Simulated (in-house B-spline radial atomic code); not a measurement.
**Excitations of Sr as exact exchange is dialled in**

Aim: follow the lowest excitations, the threshold and the polarisability of Sr as the share of exact exchange in a PBE hybrid goes from none to all.

The numbers are computed with in-house B-spline radial atomic code version 1 (linear response of a closed shell, each method with its own adiabatic kernel; spin-free one-electron X2C, finite nucleus; B-spline basis; no spin-orbit coupling, no double excitations; only terms of natural parity, (−1)^L, with L up to 3 are computed), except any that are marked as measured or tabulated.

### Step 1. The atom as given

| Item | Value |
| --- | --- |
| element | strontium (Z = 38) |
| charge | 0 |
| configuration | [Kr] 5s2 |
| runs | 0 % exact exchange; 10 % exact exchange; 20 % exact exchange; 30 % exact exchange; 40 % exact exchange; 50 % exact exchange; 60 % exact exchange; 70 % exact exchange; 80 % exact exchange; 90 % exact exchange; 100 % exact exchange |

The outer shells:

Sr
```
[Kr] core
5s [↑↓]
```

Rows of excitations, here in order of energy, give L, multiplicity, 0 for full response or 1 for Tamm-Dancoff, hole, particle, weight of that channel, energy (hartree) and multipole strength; threshold is minus the highest occupied level of the method. polarisability lists the dipole (1), quadrupole (2) and octupole (3) values; f_sum adds the dipole strengths of the shells that respond, at most the outer three principal shells; real and imaginary give α at real and imaginary frequencies.

### Step 2. 0 % exact exchange

Settings, as recorded:

```ini
Z = 38
electrons = 38.0
configuration = [Kr] 5s2
hamiltonian = x2c
method = pbeh
box_radius = 75.0
exact_exchange_fraction = 0.0
rms_radius = 4.224
intervals = 77
```

The run is started by

```console
python run_td.py task.json out
```

The settings of every run stand in task.json; they run in order.

Main fields of the result record, rounded:

```text
{
  "status": "converged",
  "c6 [hartree bohr^6]": 3146.233,
  "f_sum": 30.5521,
  "imaginary [hartree, bohr^3]": {"u": [0.0, 0.03, 0.07, 0.12, 0.2, 0.3, 0.45, 0.7, 1.0, 1.5, 2.5, 5.0], "alpha": [195.675, 180.83, 135.87, 86.8534, 46.1436, 26.0119, 14.7996, 8.33857, 5.27936, 3.02554, 1.39233, 0.463025]},
  "real [hartree, bohr^3]": {"omega": [0.0102, 0.0254, 0.0407, 0.0559, 0.0712, 0.0813, 0.0915], "alpha": [197.557, 207.992, 230.944, 275.595, 372.657, 520.856, 974.353]},
  "excitations": [
    [2, 3, 0, "5s", "4d", 0.999, 0.0561993, 0.0],
    [1, 3, 0, "5s", "5p", 1.0, 0.0566713, 0.0],
    [2, 3, 1, "5s", "4d", 1.0, 0.0610494, 0.0],
    [1, 3, 1, "5s", "5p", 1.0, 0.0612376, 0.0],
    [2, 1, 0, "5s", "4d", 0.999, 0.0843637, 21.991],
    [2, 1, 1, "5s", "4d", 1.0, 0.0846868, 22.423],
    [1, 1, 0, "5s", "5p", 0.994, 0.101646, 1.8697],
    [1, 1, 1, "5s", "5p", 0.997, 0.106391, 2.3785],
    [0, 3, 0, "5s", "6s", 1.0, 0.12161, 0.0],
    [0, 3, 1, "5s", "6s", 1.0, 0.121731, 0.0]
  ],
  "polarisability [au]": {"1": 195.6747, "2": 5095.298, "3": 126080.1},
  "threshold [hartree]": 0.1295503,
  "highest [hartree]": ["5s", -0.1295503],
  "lowest_empty [hartree]": -0.04724224,
  "responding_from_n": 3,
  "orbital_gaps [hartree]": {"5s-6s": 0.1256388, "5s-5p": 0.08232747, "5s-4d": 0.08230807}
}
```

It took 1.6 s on 1 thread of Intel Xeon Platinum 8488C (Sapphire Rapids), shared host; peak memory 0.16 GiB.

Lowest ¹P state: 5s→5p ¹P at 2.766 eV, oscillator strength 1.87. α = 195.7 bohr³.

The same in eV, as far as full and Tamm-Dancoff orders agree and the box is not felt:

```tsv
state	weight	full (eV)	Tamm-Dancoff (eV)	f
5s→4d ³D	1.00	1.529	1.661	-
5s→5p ³P	1.00	1.542	1.666	-
5s→4d ¹D	1.00	2.296	2.304	-
5s→5p ¹P	0.99	2.766	2.895	1.87
5s→6s ³S	1.00	3.309	3.312	-
```

### Step 3. 10 % exact exchange

Settings: those of step 2 with these lines changed.

```diff
@@ -6,3 +6,3 @@
 box_radius = 75.0
-exact_exchange_fraction = 0.0
+exact_exchange_fraction = 0.1
 rms_radius = 4.224
```

Results of the run:

```text
{
  "status": "converged",
  "c6 [hartree bohr^6]": 3214.12,
  "f_sum": 30.5546,
  "excitations": [
    [1, 3, 0, "5s", "5p", 1.0, 0.0549899, 0.0],
    [2, 3, 0, "5s", "4d", 0.999, 0.0580525, 0.0],
    [1, 3, 1, "5s", "5p", 1.0, 0.0600389, 0.0],
    [2, 3, 1, "5s", "4d", 1.0, 0.0623741, 0.0],
    [2, 1, 0, "5s", "4d", 0.999, 0.0856169, 22.41],
    [2, 1, 1, "5s", "4d", 1.0, 0.0859657, 23.148],
    [1, 1, 0, "5s", "5p", 0.993, 0.101288, 1.8973],
    [1, 1, 1, "5s", "5p", 0.997, 0.106043, 2.428],
    [0, 3, 0, "5s", "6s", 1.0, 0.1228, 0.0],
    [0, 3, 1, "5s", "6s", 1.0, 0.122935, 0.0],
    [0, 1, 0, "5s", "6s", 1.0, 0.128263, 0.0],
    [0, 1, 1, "5s", "6s", 1.0, 0.128481, 0.0]
  ],
  "polarisability [au]": {"1": 198.4383, "2": 5028.774, "3": 124730.5},
  "threshold [hartree]": 0.1372775,
  "highest [hartree]": ["5s", -0.1372775],
  "lowest_empty [hartree]": -0.0414008,
  "orbital_gaps [hartree]": {"5s-6s": 0.1350937, "5s-5p": 0.09587667, "5s-4d": 0.1032309}
}
```

Wall time 2.4 s (1 thread of Intel Xeon Platinum 8488C (Sapphire Rapids), shared host); peak memory 0.16 GiB.

The first dipole-allowed state is 5s→5p ¹P, 2.756 eV (f = 1.90). α = 198.4 bohr³.

### Step 4. 20 % exact exchange

Settings: those of step 3 with these lines changed.

```diff
@@ -6,3 +6,3 @@
 box_radius = 75.0
-exact_exchange_fraction = 0.1
+exact_exchange_fraction = 0.2
 rms_radius = 4.224
```

Results of the run:

```text
{
  "status": "converged",
  "c6 [hartree bohr^6]": 3285.635,
  "f_sum": 30.557,
  "excitations": [
    [1, 3, 0, "5s", "5p", 1.0, 0.053252, 0.0],
    [1, 3, 1, "5s", "5p", 1.0, 0.0588317, 0.0],
    [2, 3, 0, "5s", "4d", 0.999, 0.0598532, 0.0],
    [2, 3, 1, "5s", "4d", 1.0, 0.0637065, 0.0],
    [2, 1, 0, "5s", "4d", 0.999, 0.0868447, 22.835],
    [2, 1, 1, "5s", "4d", 1.0, 0.0872485, 23.898],
    [1, 1, 0, "5s", "5p", 0.993, 0.100868, 1.9215],
    [1, 1, 1, "5s", "5p", 0.997, 0.105621, 2.4702],
    [0, 3, 0, "5s", "6s", 1.0, 0.123853, 0.0],
    [0, 3, 1, "5s", "6s", 1.0, 0.124006, 0.0],
    [0, 1, 0, "5s", "6s", 1.0, 0.129796, 0.0],
    [0, 1, 1, "5s", "6s", 1.0, 0.13002, 0.0],
    [1, 3, 0, "5s", "6p", 1.0, 0.137856, 0.0],
    [1, 3, 1, "5s", "6p", 1.0, 0.137975, 0.0],
    [1, 1, 0, "5s", "6p", 0.999, 0.139859, 0.039366],
    [1, 1, 1, "5s", "6p", 1.0, 0.140164, 0.076658]
  ],
  "polarisability [au]": {"1": 201.3436, "2": 4967.417, "3": 123539.1},
  "threshold [hartree]": 0.1449531,
  "highest [hartree]": ["5s", -0.1449531],
  "lowest_empty [hartree]": -0.03571752,
  "orbital_gaps [hartree]": {"5s-6s": 0.1440482, "5s-5p": 0.1092356, "5s-4d": 0.123455}
}
```

Run time: 2 s. Hardware: 1 thread of Intel Xeon Platinum 8488C (Sapphire Rapids), shared host; peak memory 0.16 GiB.

Lowest ¹P state: 5s→5p ¹P at 2.745 eV, oscillator strength 1.92. α = 201.3 bohr³.

### Step 5. 30 % exact exchange

Settings: those of step 4 with these lines changed.

```diff
@@ -6,3 +6,3 @@
 box_radius = 75.0
-exact_exchange_fraction = 0.2
+exact_exchange_fraction = 0.3
 rms_radius = 4.224
```

Results of the run:

```text
{
  "status": "converged",
  "c6 [hartree bohr^6]": 3360.961,
  "f_sum": 30.5595,
  "excitations": [
    [1, 3, 0, "5s", "5p", 1.0, 0.0514548, 0.0],
    [1, 3, 1, "5s", "5p", 1.0, 0.0576174, 0.0],
    [2, 3, 0, "5s", "4d", 0.999, 0.0616063, 0.0],
    [2, 3, 1, "5s", "4d", 1.0, 0.0650476, 0.0],
    [2, 1, 0, "5s", "4d", 0.999, 0.0880493, 23.267],
    [2, 1, 1, "5s", "4d", 1.0, 0.0885362, 24.675],
    [1, 1, 0, "5s", "5p", 0.993, 0.100392, 1.943],
    [1, 1, 1, "5s", "5p", 0.997, 0.105134, 2.5061],
    [0, 3, 0, "5s", "6s", 1.0, 0.12479, 0.0],
    [0, 3, 1, "5s", "6s", 1.0, 0.124964, 0.0],
    [0, 1, 0, "5s", "6s", 1.0, 0.131159, 0.0],
    [0, 1, 1, "5s", "6s", 1.0, 0.131384, 0.0],
    "... 14 more rows left out ..."
  ],
  "polarisability [au]": {"1": 204.3952, "2": 4910.89, "3": 122495.3},
  "threshold [hartree]": 0.1525765,
  "highest [hartree]": ["5s", -0.1525765],
  "lowest_empty [hartree]": -0.03017769,
  "orbital_gaps [hartree]": {"5s-6s": 0.1524992, "5s-5p": 0.1223988, "5s-4d": 0.1428324}
}
```

Wall time 2.7 s (1 thread of Intel Xeon Platinum 8488C (Sapphire Rapids), shared host); peak memory 0.16 GiB.

The first dipole-allowed state is 5s→5p ¹P, 2.732 eV (f = 1.94). α = 204.4 bohr³.

### Step 6. 40 % exact exchange

Settings: those of step 5 with these lines changed.

```diff
@@ -6,3 +6,3 @@
 box_radius = 75.0
-exact_exchange_fraction = 0.3
+exact_exchange_fraction = 0.4
 rms_radius = 4.224
```

Results of the run:

```text
{
  "status": "converged",
  "c6 [hartree bohr^6]": 3440.303,
  "f_sum": 30.5619,
  "excitations": [
    [1, 3, 0, "5s", "5p", 1.0, 0.0495944, 0.0],
    [1, 3, 1, "5s", "5p", 1.0, 0.0563971, 0.0],
    [2, 3, 0, "5s", "4d", 0.999, 0.0633158, 0.0],
    [2, 3, 1, "5s", "4d", 1.0, 0.0663979, 0.0],
    [2, 1, 0, "5s", "4d", 0.999, 0.0892327, 23.707],
    [2, 1, 1, "5s", "4d", 1.0, 0.0898295, 25.481],
    [1, 1, 0, "5s", "5p", 0.993, 0.0998647, 1.9621],
    [1, 1, 1, "5s", "5p", 0.997, 0.104589, 2.5366],
    [0, 3, 0, "5s", "6s", 1.0, 0.125624, 0.0],
    [0, 3, 1, "5s", "6s", 1.0, 0.125824, 0.0],
    [0, 1, 0, "5s", "6s", 1.0, 0.132383, 0.0],
    [0, 1, 1, "5s", "6s", 1.0, 0.132608, 0.0],
    "... 26 more rows left out ..."
  ],
  "polarisability [au]": {"1": 207.5981, "2": 4858.898, "3": 121590.0},
  "threshold [hartree]": 0.160147,
  "highest [hartree]": ["5s", -0.160147],
  "lowest_empty [hartree]": -0.02478924,
  "orbital_gaps [hartree]": {"5s-5p": 0.1353577}
}
```

Run time: 2.2 s. Hardware: 1 thread of Intel Xeon Platinum 8488C (Sapphire Rapids), shared host; peak memory 0.16 GiB.

Lowest ¹P state: 5s→5p ¹P at 2.717 eV, oscillator strength 1.96. α = 207.6 bohr³.

### Step 7. 50 % exact exchange

Settings: those of step 6 with these lines changed.

```diff
@@ -6,3 +6,3 @@
 box_radius = 75.0
-exact_exchange_fraction = 0.4
+exact_exchange_fraction = 0.5
 rms_radius = 4.224
```

Results of the run:

```text
{
  "status": "converged",
  "c6 [hartree bohr^6]": 3523.888,
  "f_sum": 30.5643,
  "excitations": [
    [1, 3, 0, "5s", "5p", 1.0, 0.047666, 0.0],
    [1, 3, 1, "5s", "5p", 1.0, 0.0551719, 0.0],
    [2, 3, 0, "5s", "4d", 0.999, 0.0649857, 0.0],
    [2, 3, 1, "5s", "4d", 1.0, 0.0677581, 0.0],
    [2, 1, 0, "5s", "4d", 0.999, 0.0903965, 24.158],
    [2, 1, 1, "5s", "4d", 1.0, 0.0911291, 26.319],
    [1, 1, 0, "5s", "5p", 0.993, 0.0992889, 1.9792],
    [1, 1, 1, "5s", "5p", 0.997, 0.103992, 2.5625],
    [0, 3, 0, "5s", "6s", 1.0, 0.126363, 0.0],
    [0, 3, 1, "5s", "6s", 1.0, 0.126593, 0.0],
    [0, 1, 0, "5s", "6s", 1.0, 0.133487, 0.0],
    [0, 1, 1, "5s", "6s", 1.0, 0.133711, 0.0],
    "... 30 more rows left out ..."
  ],
  "polarisability [au]": {"1": 210.9583, "2": 4811.175, "3": 120815.0},
  "threshold [hartree]": 0.167664,
  "highest [hartree]": ["5s", -0.167664],
  "lowest_empty [hartree]": -0.01956499,
  "orbital_gaps [hartree]": {"5s-5p": 0.148099}
}
```

Run time: 1.8 s. Hardware: 1 thread of Intel Xeon Platinum 8488C (Sapphire Rapids), shared host; peak memory 0.16 GiB.

Lowest ¹P state: 5s→5p ¹P at 2.702 eV, oscillator strength 1.98. α = 211.0 bohr³.

(Part 1 of 2 ends here.)
